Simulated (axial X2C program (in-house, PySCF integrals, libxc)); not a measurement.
# Linear FSnF at several levels

An exercise on one series of results from a longer session: the logs are not shown, and one member is left open.

The runs use an in-house X2C program for linear molecules on PySCF integrals; all-electron X2C, two-component (2c) or spin-free, F dyall-av3z, Sn dyall-v3z.

All values are calculated.

1 further run of the same task is left out (set aside as unsound or not needed).

Set-up of the first run:

Contents of task.json:

```json
{
 "zs": [
  9,
  50,
  9
 ],
 "q": 0,
 "bas": [
  "dyall-av3z",
  "dyall-v3z",
  "dyall-av3z"
 ],
 "r0": [
  2.04,
  2.04
 ],
 "symm": 1,
 "scan": [
  "PBE0",
  "HF",
  "LDA"
 ],
 "levels": [
  "PBE0",
  "HF",
  "PBE"
 ],
 "nst": 2
}
```

Keys: zs atomic numbers; q charge; bas basis sets; r0 starting distance in Å; symm equal bonds; scan levels of the two-bond scan (MP2 follows by itself at each HF point); levels methods; nst determinants followed.

On the command line:

```sh
$ python solin.py task.json out
```

Masses F 18.998, Sn 119.902, F 18.998 u.

Steps of the session up to this table: Scan at PBE0, 2c; Scan at HF, 2c; Scan at LDA, 2c.

One of the session's tables, all rows but one given; the rest of the session is left out.

| level | r(F–Sn) (Å) | r(Sn–F) (Å) | lower stretch (cm⁻¹) | upper stretch (cm⁻¹) |
| --- | --- | --- | --- | --- |
| PBE0, 2c | 2.039 | 2.039 | 478.7 | 485.6 |
| HF, 2c | 2.028 | 2.028 | 467.2 | 491.6 |
| LDA, 2c | 2.027 | 2.027 | 488.4 | 488.7 |
| MP2, 2c | 2.035 | 2.035 | 487.1 | 489.1 |
| PBE0, spin-free | 2.038 | 2.038 | 479.0 | 485.7 |
| HF, spin-free | 2.027 | 2.027 | 467.5 | 491.5 |
| LDA, spin-free | 2.027 | 2.027 | 488.6 | 489.1 |
| MP2, spin-free | ? | ? | ? | ? |

Estimate the missing values for MP2, spin-free.

**Answer.** r(F–Sn) (Å): 2.035; r(Sn–F) (Å): 2.035; lower stretch (cm⁻¹): 487.3; upper stretch (cm⁻¹): 489.2.

Scans not shown above were run alike.

MP2 freezes inner shells (threshold -2 hartree). The molecule was held linear; bending was not examined, so a bent shape may lie lower.
